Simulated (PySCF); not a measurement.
# C4H7NSi: the cost of one run

Computed with PySCF 2.14.0, with density-fitted response routines of our own, on a single molecule in the gas phase. Atoms count from 0, in the outputs and in this text.

## Step 1: Starting geometry

13 atoms, charge 0, multiplicity 1; geometry from: GFN2-xTB. The atoms were then displaced at random by about 0.01 Å, so the start is not that level's minimum.

Bonds of the start (Å): C0–Si1 1.91, Si1–C2 1.89, C2–C3 1.55, C3–C4 1.43, C4–N5 1.16, C3–Si1 1.89, C0–H6 1.10, C0–H7 1.09, C0–H8 1.06, Si1–H9 1.46, C2–H10 1.08, C2–H11 1.07, C3–H12 1.08.

## Step 2: Relaxing the molecule at PBE0-D3(BJ)/def2-SVP

The job: settings as JSON, then the geometry in Å.

```
{"job": {"xc": "PBE0", "basis": "def2-SVP", "d3": "d3bj", "grid": 1, "shake": 0.01, "kind": "geom"}, "charge": 0, "multiplicity": 1}
C      2.168220     0.072810     0.089170
Si     0.394330    -0.052540     0.783320
C     -0.882630    -1.104460    -0.131820
C     -1.000660     0.415520    -0.400510
C     -2.190960     1.020090     0.109270
N     -3.119820     1.533850     0.571190
H      2.570610     1.085070     0.262960
H      2.176830    -0.078080    -0.990840
H      2.809000    -0.616850     0.572870
H      0.194440     0.200880     2.211360
H     -1.688980    -1.555890     0.431800
H     -0.590390    -1.691150    -0.983470
H     -0.834160     0.753870    -1.414220
```

Started as:

```bash
> OMP_NUM_THREADS=1 python probes_run.py task.json out
```

One launch serves the whole session: the jobs run in the order shown.

**Question.** How long does this first job take on 1 thread of Arm Neoverse V2, shared host, and how much memory does it need?

About 31 s, with a peak of 0.51 GiB.
